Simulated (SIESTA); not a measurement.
Crystal: As2Se.

```
Se As
1.0
    -3.52942    3.52942    2.65357
     3.52942   -3.52942    2.65357
     3.52942    3.52942   -2.65357
Se As
2 4
Direct
  0.25000 0.75000 0.50000
  0.50000 0.50000 0.00000
  0.87500 0.12500 0.25000
  0.87500 0.62500 0.75000
  0.37500 0.12500 0.25000
  0.87500 0.12500 0.75000
```

The cell comes from a database or a generator and needn't be the stable form of this composition.

- Program: SIESTA 5.4.2
- Task: single point
- Functional: PBE
- Potentials or basis: PseudoDojo 0.4 standard (PBE files)
- Basis: DZP (energy shift 0.003 Ry; two zetas on semicore shells)
- Grid cutoff: 500 Ry
- Energy shift: 0.003 Ry
- k mesh: 6 × 6 × 6
- Occupations: fermi-dirac, width 0.05 eV
- Spin: no spin polarisation

On this cell: pressure 2.6 GPa; largest force under 0.003 eV/Å; band gap on the k mesh none (metal or under the smearing width).

The same run follows on a disturbed copy (atoms moved at random, drawn with an rms of 0.05 Å):

```
Se As
1.0
    -3.52942    3.52942    2.65357
     3.52942   -3.52942    2.65357
     3.52942    3.52942   -2.65357
Se As
2 4
Direct
  0.25178 0.75369 0.50092
  0.49211 0.48992 0.99295
  0.88681 0.13523 0.24614
  0.87046 0.61776 0.74769
  0.36987 0.12208 0.24953
  0.87638 0.13299 0.75419
```

**Question.** What changes?

**Answer.** The energy (extrapolated to zero smearing) moves by +0.5 meV/atom; pressure 2.8 GPa; largest force 0.361 eV/Å; band gap on the k mesh none (metal or under the smearing width).

Forces in eV/Å, atoms in the order of the input:
```
Se   0.013  0.006 -0.179
Se   0.204  0.089  0.284
As  -0.225  0.009 -0.019
As  -0.114  0.026 -0.150
As   0.063 -0.109  0.033
As   0.060 -0.020  0.031
```

Stress tensor (GPa, compression positive):
```
 1.95 -0.01 -0.43
-0.01  2.56  0.14
-0.43  0.14  3.89
```

Caveats: the basis of atomic orbitals isn't converged, which shifts pressures, moduli and gaps.
